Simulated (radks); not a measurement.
# Valence configurations of Gd³⁺

NIST gives [Xe] 4f7 as the ground configuration of Gd³⁺. Does this level of theory agree? Several fillings of the valence shells are run.

Program: radks (a radial shooting solver on a logarithmic mesh, Libxc functionals) version 1. Level of theory: scalar-relativistic Kohn-Sham, PBEsol, spin-polarised, spherical densities, point nucleus; open shells are filled with parallel spins first. These are calculated values, not measurements, unless marked.

**1. The system**

* element: gadolinium (Z = 64)
* charge: +3
* electrons: 61
* configuration: [Xe] 4f7
* others tried: 4f5 6s2; 4f6.5 6p0.5; 4f6 6s1; 4f5 5d2; 4f5.5 6s1 6p0.5; 4f6 6p1; 4f5.5 5d1 6p0.5; 4f6 5d1; 4f6.5 6s0.5

Outer shells as boxes (Hund's rule):

Gd³⁺
```
[Xe] core
4f [↑ ][↑ ][↑ ][↑ ][↑ ][↑ ][↑ ]
```

**2. [Xe] 4f7**

The run's settings:

```text
Z 64
configuration [Xe] 4f7
relativity scalar-relativistic
functional pbe_sol,pbe_sol
spin polarised
nucleus point
c 137.035999084
```

**3. [Xe] 4f5 6s2**

Settings, as their differences from step 2:

```diff
@@ -1,3 +1,3 @@
 Z 64
-configuration [Xe] 4f7
+configuration [Xe] 4f5 6s2
 relativity scalar-relativistic
```

**4. [Xe] 4f6.5 6p0.5**

The run's settings:

```text
Z 64
configuration [Xe] 4f6.5 6p0.5
relativity scalar-relativistic
functional pbe_sol,pbe_sol
spin polarised
nucleus point
c 137.035999084
```

**5. [Xe] 4f6 6s1**

The run's settings:

```text
Z 64
configuration [Xe] 4f6 6s1
relativity scalar-relativistic
functional pbe_sol,pbe_sol
spin polarised
nucleus point
c 137.035999084
```

**6. [Xe] 4f5 5d2**

The run's settings:

```text
Z 64
configuration [Xe] 4f5 5d2
relativity scalar-relativistic
functional pbe_sol,pbe_sol
spin polarised
nucleus point
c 137.035999084
```

**7. [Xe] 4f5.5 6s1 6p0.5**

The run's settings:

```text
Z 64
configuration [Xe] 4f5.5 6s1 6p0.5
relativity scalar-relativistic
functional pbe_sol,pbe_sol
spin polarised
nucleus point
c 137.035999084
```

**8. [Xe] 4f6 6p1**

The run's settings:

```text
Z 64
configuration [Xe] 4f6 6p1
relativity scalar-relativistic
functional pbe_sol,pbe_sol
spin polarised
nucleus point
c 137.035999084
```

**9. [Xe] 4f5.5 5d1 6p0.5**

The run's settings:

```text
Z 64
configuration [Xe] 4f5.5 5d1 6p0.5
relativity scalar-relativistic
functional pbe_sol,pbe_sol
spin polarised
nucleus point
c 137.035999084
```

**10. [Xe] 4f6 5d1**

The run's settings:

```text
Z 64
configuration [Xe] 4f6 5d1
relativity scalar-relativistic
functional pbe_sol,pbe_sol
spin polarised
nucleus point
c 137.035999084
```

**11. [Xe] 4f6.5 6s0.5**

The run's settings:

```text
Z 64
configuration [Xe] 4f6.5 6s0.5
relativity scalar-relativistic
functional pbe_sol,pbe_sol
spin polarised
nucleus point
c 137.035999084
```

**Question.** What will these runs give? Wanted: for each run, valence; E − E(NIST configuration); moment; highest level; its energy; 1s shift.

As calculated:

```csv
valence,E − E(NIST configuration) (eV),moment (μB),highest level,its energy (eV),1s shift (eV)
4f7,0.000,7,4f up,-35.628,+0.00
4f6.5 6s0.5,7.412,7,6s up,-24.099,-5.50
4f6.5 6p0.5,10.178,7,6p up,-18.910,-6.08
4f6 5d1,13.040,7,5d up,-27.217,-8.04
4f6 6s1,16.673,7,6s up,-25.549,-11.31
4f6 6p1,22.448,7,6p up,-20.384,-12.45
4f5.5 5d1 6p0.5,26.489,7,6p up,-19.629,-14.57
4f5.5 6s1 6p0.5,30.994,7,6p up,-21.076,-17.96
4f5 5d2,31.416,7,5d up,-29.273,-16.77
4f5 6s2,42.740,5,6s down,-27.032,-23.87
```

Theory agrees with NIST among these: the next, 4f6.5 6s0.5, lies 7.412 eV higher. The energies are those of spherical high-spin densities, not of single terms. The 1s eigenvalue shifts by up to 23.87 eV as the valence charge is rearranged.
